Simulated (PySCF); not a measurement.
# GeF: bond curves at several levels of theory

The task here is to estimate one member of a computed series from the others.

Computed with PySCF 2.14.0. Level: Ge def2-TZVPP, F def2-TZVPP, no relativity.

Set-up of the first run:

A driver script around PySCF takes these settings:

* atoms: Ge, F
* charge: 0
* basis: Ge def2-TZVPP, F def2-TZVPP
* Hamiltonian: no relativity
* basis functions: 79
* electrons treated: 41
* masses in u: 73.9212, 18.9984
* levels: PBE0, PBE, r²SCAN, PW91, B97-3, LDA, TPSS, ωB97M-V, HF, MP2, SCS-MP2, CCSD, CCSD(T)
* grid: 80 radial by 434 angular points
* occupations: held fixed by the projection of orbital angular momentum
* dissociation limit: Ge + F, each in its ground configuration
* starting distance in angstrom: 1.775
* values of 2S to try: 1, 3

Started as:

```bash
> OMP_NUM_THREADS=1 python dia.py task.json out
```

Among the steps run: The job; First curve: PBE0; Other states along the same grid; PBE (GGA); r²SCAN (meta-GGA); PW91; B97-3 (global hybrid GGA); LDA; TPSS; ωB97M-V; UHF; Correlated methods on the Hartree–Fock reference.

One table of the session follows, with a row left open; its other results are not shown here.

It belongs to the step «Constants by level of theory». 

| level | Re (Å) | ωe (cm⁻¹) | De (eV) |
| --- | --- | --- | --- |
| UHF | 1.732 | 707 | 3.40 |
| UHF-MP2 | 1.754 | 676 | 5.41 |
| UHF-SCS-MP2 | 1.756 | 672 | 5.25 |
| UHF-CCSD | 1.747 | 686 | 4.98 |
| UHF-CCSD(T) | 1.753 | 677 | 5.13 |
| LDA | 1.750 | 669 | 6.50 |
| PBE | ? | ? | ? |
| PW91 | 1.779 | 634 | 5.66 |
| TPSS | 1.773 | 645 | 5.45 |
| r²SCAN | 1.755 | 669 | 5.38 |
| PBE0 | 1.756 | 669 | 5.23 |
| B97-3 | 1.766 | 655 | 5.26 |
| ωB97M-V | 1.759 | 668 | 5.35 |

Estimate the missing values for PBE.

**Answer.** Re (Å): 1.781; ωe (cm⁻¹): 632; De (eV): 5.61. In the column «Re (Å)» it is the highest.

Caveats from the session: At some levels the lowest empty orbital lies below the highest filled one (the two can be of opposite spin).
